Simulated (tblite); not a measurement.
# H9O2PSi3: the cost of one run

Programs: PySCF 2.14.0 with density-fitted response routines of our own, and tblite 0.8.0. All values are computed, except where a source is named. Atoms count from 0 throughout.

### Step 1. The starting structure

15 atoms, charge 0, multiplicity 1; geometry from: force field or distance geometry start.

Bonds of the start (Å): O0–H6 0.97, O0–Si1 1.68, O4–Si5 1.66, P3–H10 1.42, P3–H11 1.42, Si1–H7 1.47, Si1–H8 1.48, Si1–Si2 2.33, Si2–H9 1.49, Si2–O4 1.67, Si2–P3 2.23, Si5–H12 1.48, Si5–H13 1.48, Si5–H14 1.48.

### Step 2. GFN2-xTB relaxation, start minimum

Job settings and geometry (Å):

```
{"job": {"xc": "GFN2-xTB", "basis": "xTB", "kind": "relax"}, "charge": 0, "multiplicity": 1}
O      2.578400    -0.834700    -0.012300
Si     1.550900    -0.381600    -1.262000
Si    -0.266700     0.831700    -0.450200
P      0.439700     2.650400     0.625100
O     -1.176500    -0.036200     0.642000
Si    -1.998900    -1.473100     0.707400
H      3.219700    -0.164300     0.267100
H      1.091100    -1.604800    -1.944200
H      2.352600     0.437900    -2.194800
H     -1.150100     1.280800    -1.566800
H      0.878100     1.974100     1.798500
H     -0.813300     3.015900     1.178700
H     -1.057300    -2.582900     0.452500
H     -3.056700    -1.482500    -0.321600
H     -2.595400    -1.622800     2.058600
```

The run is started by

```sh
$ OMP_NUM_THREADS=1 python ens_run.py task.json out
```

This one command runs the whole study; its stages follow in the order run.

**Question.** How long does this first job take on 1 thread of Arm Neoverse V2, shared host?

About 2.8 s.
